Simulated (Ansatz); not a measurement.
# BrH4HfNO2: small, medium and large basis sets

Aim: see how fast density functionals converge with the basis set for BrH4HfNO2.

The runs use Ansatz 0.2.0, Gaussian basis; one geometry, several basis sets.

Levels to be run: PBE0-D4/def2-SVP; ωB97M-V/def2-SVP; PBE0-D4/def2-QZVPP; ωB97M-V/def2-QZVPP; the functionals' def2-TZVPP values are taken from earlier runs.

2 further runs of the same task are left out: 2 for a known fault of the program.

## Step 1: The relaxed structure

All runs share one geometry, relaxed beforehand with PBE0-D4 in a triple-zeta def2 set. Hf takes the def2 core potential; no spin-orbit term is included.

SMILES `[NH2][Hf]([OH])([OH])[Br]`, 9 atoms, charge 0, spin multiplicity 1.

Atoms are counted from 1 here; the program's logs count them from 0.

Bond lengths: N1–Hf2 2.023 Å, N1–H6 1.010 Å, N1–H7 1.010 Å, Hf2–O3 1.912 Å, Hf2–O4 1.912 Å, Hf2–Br5 2.545 Å, O3–H8 0.951 Å, O4–H9 0.951 Å. Angles: Hf2–N1–H6 125.5°, Hf2–N1–H7 125.5°, H6–N1–H7 109.0°, N1–Hf2–O3 106.8°, N1–Hf2–O4 106.7°, N1–Hf2–Br5 110.0°, O3–Hf2–O4 115.9°, O3–Hf2–Br5 108.6°, O4–Hf2–Br5 108.7°, Hf2–O3–H8 166.6°, Hf2–O4–H9 166.3°.

## Step 2: PBE0-D4 in def2-SVP

Input file in.yaml:

```yaml
crystal:
  periodic: [false, false, false]
  atoms:
    - {symbol: N, position_ang: [-0.229195, 0.867698, 1.414863]}
    - {symbol: Hf, position_ang: [-0.029373, 0.042602, -0.421123]}
    - {symbol: O, position_ang: [1.816002, -0.415539, -0.623259]}
    - {symbol: O, position_ang: [-1.266731, -1.412659, -0.508056]}
    - {symbol: Br, position_ang: [-0.645305, 1.744590, -2.210143]}
    - {symbol: H, position_ang: [0.496374, 1.354502, 1.921485]}
    - {symbol: H, position_ang: [-1.064616, 0.840827, 1.981815]}
    - {symbol: H, position_ang: [2.653421, -0.800815, -0.857938]}
    - {symbol: H, position_ang: [-1.730576, -2.221195, -0.697665]}
basis:
  gaussian: {orbitals: def2-SVP}
hamiltonian: {xc: pbe0, dispersion: d4}
output: {orbitals: {seedname: orbitals}}
```

Started as:

```sh
> ansatz run in.yaml --threads 4 --pin off --events-out ev --progress --plain --max-ram 10444MiB
```

Further steps of the session: ωB97M-V in def2-SVP; PBE0-D4 in def2-QZVPP; ωB97M-V in def2-QZVPP.

Before running them: what should the planned runs give, taken together? Wanted: PBE0-D4: double and triple zeta above quadruple; ωB97M-V: double and triple zeta above quadruple.

As calculated:

| quantity | value |
| --- | --- |
| PBE0-D4: double and triple zeta above quadruple | 17.63, 1.78 eV |
| ωB97M-V: double and triple zeta above quadruple | 17.72, 1.70 eV |

**Reading.** PBE0-D4 gains 15.85 eV from double to triple zeta, then 1.78 eV more. These are total energies; as a rule much of such shifts cancels in differences, which this series doesn't test. The LUMO of ωB97M-V is positive and keeps falling with the basis (1.24 to 0.44 eV): an unbound level that the basis holds in place.
